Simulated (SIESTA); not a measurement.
CuSn3:

```xyz
8
Lattice="6.6229 0.0000 0.0000 -3.3114 5.7356 0.0000 0.0000 0.0000 5.0048" Properties=species:S:1:pos:R:3 pbc="T T T"
Sn    0.0000    1.9769    1.2512
Sn   -1.5994    4.7471    1.2512
Sn    1.5994    4.7471    1.2512
Sn    3.3114    3.7586    3.7536
Sn    4.9108    0.9885    3.7536
Sn    1.7121    0.9885    3.7536
Cu    0.0000    3.8237    3.7536
Cu    3.3114    1.9119    1.2512
```

The cell comes from a database or a generator and needn't be the stable form of this composition.

* Program: SIESTA 5.4.2
* Task: single point
* Functional: PBE
* Potentials or basis: PseudoDojo 0.4 standard (PBE files)
* Basis: DZP (energy shift 0.003 Ry; two zetas on semicore shells)
* Grid cutoff: 800 Ry
* Energy shift: 0.003 Ry
* k mesh: 5 × 5 × 6
* Occupations: fermi-dirac, width 0.05 eV
* Spin: no spin polarisation

On this cell: pressure 0.8 GPa; largest force 0.280 eV/Å; band gap on the k mesh none (metal or under the smearing width).

The same run follows on a disturbed copy (atoms moved at random, drawn with an rms of 0.05 Å):

```xyz
8
Lattice="6.6229 0.0000 0.0000 -3.3114 5.7356 0.0000 0.0000 0.0000 5.0048" Properties=species:S:1:pos:R:3 pbc="T T T"
Sn    0.0183    2.0163    1.2110
Sn   -1.5455    4.7304    1.2503
Sn    1.5701    4.7283    1.2893
Sn    3.2937    3.7737    3.7661
Sn    4.9296    1.0354    3.7202
Sn    1.6777    1.0098    3.7669
Cu    0.0082    3.8510    3.7718
Cu    3.3287    1.8853    1.2205
```

Question: What changes?

Answer: The energy (extrapolated to zero smearing) moves by +0.1 meV/atom; pressure 0.9 GPa; largest force 0.349 eV/Å; band gap on the k mesh none (metal or under the smearing width).

Forces in eV/Å, atoms in the order of the input:
```
Sn  -0.031  0.014  0.082
Sn  -0.029 -0.001  0.026
Sn   0.019  0.047 -0.097
Sn   0.009 -0.220  0.018
Sn  -0.310  0.098  0.054
Sn   0.333  0.067 -0.081
Cu   0.001  0.006 -0.019
Cu   0.008 -0.010  0.017
```

Stress tensor (GPa, compression positive):
```
 0.95 -0.07  0.01
-0.07  0.86  0.30
 0.01  0.30  0.81
```

Caveats: short orbitals over semicore shells can move pressures by several GPa; the basis of atomic orbitals isn't converged, which shifts pressures, moduli and gaps.
